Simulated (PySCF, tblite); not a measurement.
# C4H10ClFSi2: geometry, infrared bands and NMR shifts

What infrared bands and NMR shifts should C4H10ClFSi2 (`F[C@@H]([SiH3])[Si@@H](Cl)C1CC1`) show?

Programs: tblite 0.8.0 and PySCF 2.14.0, with density-fitted response routines of our own. Each step states its level of theory. These are calculated values for one molecule in the gas phase, unless marked as measured. Atoms count from 0, in the outputs and in this text.

**1. The molecule as given**

18 atoms, charge 0, multiplicity 1; geometry from: force field or distance geometry start.

Bonds of the start (Å): F0–C1 1.37, C1–Si2 1.83, C1–Si3 1.84, Si3–Cl4 2.07, Si3–C5 1.88, C5–C6 1.51, C6–C7 1.51, C7–C5 1.52, C1–H8 1.08, Si2–H9 1.48, Si2–H10 1.50, Si2–H11 1.49, Si3–H12 1.51, C5–H13 1.08, C6–H14 1.09, C6–H15 1.07, C7–H16 1.08, C7–H17 1.08.

**2. Relaxing the molecule with GFN2-xTB**

Job settings and geometry (Å):

```
{"job": {"kind": "relax", "xc": "GFN2-xTB", "basis": "xTB"}, "charge": 0, "multiplicity": 1}
F     -2.329100    -2.216800     0.196400
C     -1.636200    -1.193800    -0.391800
Si    -2.445000     0.395900     0.001500
Si     0.061700    -1.116500     0.325800
Cl     0.962000    -2.966800     0.140400
C      1.206100     0.104700    -0.529600
C      1.427300     1.470800     0.075300
C      2.533000     0.448800     0.130700
H     -1.603300    -1.398800    -1.456400
H     -1.775200     1.529500    -0.679400
H     -3.859300     0.404900    -0.497200
H     -2.488600     0.697900     1.455800
H      0.052100    -0.844700     1.806300
H      1.209800     0.019100    -1.609900
H      0.954700     1.745500     1.022300
H      1.549200     2.311600    -0.581700
H      2.784700     0.025000     1.096200
H      3.387300     0.590000    -0.516400
```

Started as:

```bash
> OMP_NUM_THREADS=1 python probes_run.py task.json out
```

This one command runs all jobs of the session in turn.

**Question.** This job is followed by: GFN2-xTB harmonic vibrations, gas phase; GIAO PBE0/pcSseg-1 NMR shielding, non-relativistic, gas phase. Predict these results of the whole session: strongest single infrared mode (GFN2-xTB); zero-point energy (GFN2-xTB); 13C shifts against TMS (PBE0/pcSseg-1); 1H shifts against TMS (PBE0/pcSseg-1, means over atoms taken as alike); 19F shifts against CFCl3 (PBE0/pcSseg-1); 29Si shifts against TMS (PBE0/pcSseg-1); 35Cl shifts against HCl (PBE0/pcSseg-1); surface potential, 1st and 99th percentile.

The runs gave:

| quantity | value |
| --- | --- |
| strongest single infrared mode (GFN2-xTB) | 2282 cm⁻¹, 476 km/mol |
| zero-point energy (GFN2-xTB) | 77.7 kcal/mol |
| 13C shifts against TMS (PBE0/pcSseg-1) | 87.2, 4.8, 3.4, 0.7 ppm |
| 1H shifts against TMS (PBE0/pcSseg-1, means over atoms taken as alike) | 5.41, 4.69, 4.06, 0.83, 0.63, 0.45, 0.25, -0.21 ppm |
| 19F shifts against CFCl3 (PBE0/pcSseg-1) | -301.1 ppm |
| 29Si shifts against TMS (PBE0/pcSseg-1) | 13.1, -75.5 ppm |
| 35Cl shifts against HCl (PBE0/pcSseg-1) | -17 ppm |
| surface potential, 1st and 99th percentile | -1.08 V and 1.20 V |

What this shows: The optimisation took 113 steps and gained 0.381 eV; among the close pairs (by a distance rule), C1–Si2 changed most, from 1.826 to 1.920 Å. All 48 modes are real, so the xTB geometry is a minimum. The strongest single mode, at 2282 cm⁻¹, moves mainly H11 and H9. Unscaled tight-binding wavenumbers are off by several per cent, some by more. Its intensities can rank the bands wrongly. The most deshielded hydrogen is H8 (hydrogen on an sp3 CH bonded to F and 2 Si), at 5.41 ppm: its carbon carries F, an electronegative neighbour. At PBE0/pcSseg-1: The largest span, 123 ppm, is at C1, where the paramagnetic term is -156 ppm.
